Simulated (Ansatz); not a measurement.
# BrCl₂H₂NSi: an energy map over two coordinates

Aim: map the energy of BrCl₂H₂NSi, SMILES N[Si](Cl)(Cl)Br over two coordinates, and find its wells, ridges and stiffness.

Method: RKS PBE0-D4/def2-SVP; program: Ansatz 0.2.0.

## (1) The system as given

SMILES `N[Si](Cl)(Cl)Br`, 7 atoms, charge 0, spin multiplicity 1.

Atoms are counted from 1 here; the program's logs count them from 0.

Bond lengths: N1–Si2 1.714 Å, N1–H6 1.024 Å, N1–H7 1.023 Å, Si2–Cl3 2.063 Å, Si2–Cl4 2.063 Å, Si2–Br5 2.240 Å. Angles: Si2–N1–H6 118.7°, Si2–N1–H7 118.8°, H6–N1–H7 111.7°, N1–Si2–Cl3 107.9°, N1–Si2–Cl4 107.9°, N1–Si2–Br5 115.6°, Cl3–Si2–Cl4 111.1°, Cl3–Si2–Br5 107.2°, Cl4–Si2–Br5 107.2°.

As a file:

```mol
BrCl2H2NSi
  3D, bonds by distance, orders not assigned

  7  6  0  0  0  0  0  0  0  0999 V2000
   -0.2363    0.4945    1.0107 N   0  0
    0.0817   -0.3678   -0.4361 Si  0  0
    1.4598   -1.8417   -0.0050 Cl  0  0
   -1.6972   -1.1825   -1.0911 Cl  0  0
    0.9157    0.8473   -2.1232 Br  0  0
    0.5542    0.8256    1.5705 H   0  0
   -1.0166    1.1566    1.0284 H   0  0
  1  2  8  0
  1  6  8  0
  1  7  8  0
  2  3  8  0
  2  4  8  0
  2  5  8  0
M  END
```

This geometry comes from a loose relaxation at PBE in a small basis, which is not shown.

## (3) The grid

First coordinate, umbrella angle at N1 (between each of its bonds and their common axis; 90 is planar): 9 values from 66 to 114 °. Second coordinate, change of the bonds N1–Si2, N1–H6, N1–H7, all alike: 9 values from −0.137 to 0.211 Å.

Nothing else is relaxed (all other coordinates rigid). Energies count from the relaxed molecule at the same level. Points are written as (first, second).

(The set-up runs are not shown.)

## (4) Point (90°, 0.168 Å)

input.yaml reads:

```yaml
crystal:
  periodic: [false, false, false]
  atoms:
    - { symbol: "N", position_ang: [-0.221102, 0.517251, 0.981595] }
    - { symbol: Si, position_ang: [0.022445, -0.660811, -0.442082] }
    - { symbol: Cl, position_ang: [1.331382, -2.118936, 0.151432] }
    - { symbol: Cl, position_ang: [-1.797391, -1.464945, -0.925035] }
    - { symbol: Br, position_ang: [0.848076, 0.241152, -2.293946] }
    - { symbol: H, position_ang: [0.617977, 0.727658, 1.786655] }
    - { symbol: H, position_ang: [-1.226977, 1.1137, 1.151621] }
basis:
  gaussian: { orbitals: def2-SVP }
hamiltonian:
  xc: pbe0
  dispersion: d4
output:
  forces: true
```

Command:

```sh
ansatz run input.yaml --threads 1 --pin off --max-ram 2560MiB --backend cpu --events-out ev --progress --plain --runs-dir out
```

Further runs follow: the other points that were computed.

Before running it: what results should come out? Wanted: lowest point; highest computed point; largest force on an atom.

As calculated:

| quantity | value |
| --- | --- |
| lowest point | (96°, −0.006 Å), 0.27 kJ/mol |
| highest computed point | (66°, −0.137 Å), 199 kJ/mol above the lowest |
| largest force on an atom (eV/Å) | 0.2 at (90°, −0.006 Å) to 10.6 at (114°, −0.137 Å); 0.2 at the lowest point |
| time for the whole task | 8.4 min on 1 thread, shared host |

What this shows: The lowest computed point is at (96°, −0.006 Å), 0.27 kJ/mol from the relaxed molecule at the same level. The grid is coarse, so the lowest point of the scanned range may lie between grid points; coordinates that were held can hide deeper minima. No other kind of well shows on this grid. The highest computed point, (66°, −0.137 Å), lies 199 kJ/mol above the lowest. Round the minimum the valley is somewhat tilted: raising the first coordinate shifts the best value of the second coordinate upwards (coupling k₁₂/√(k₁₁k₂₂) about −0.3).
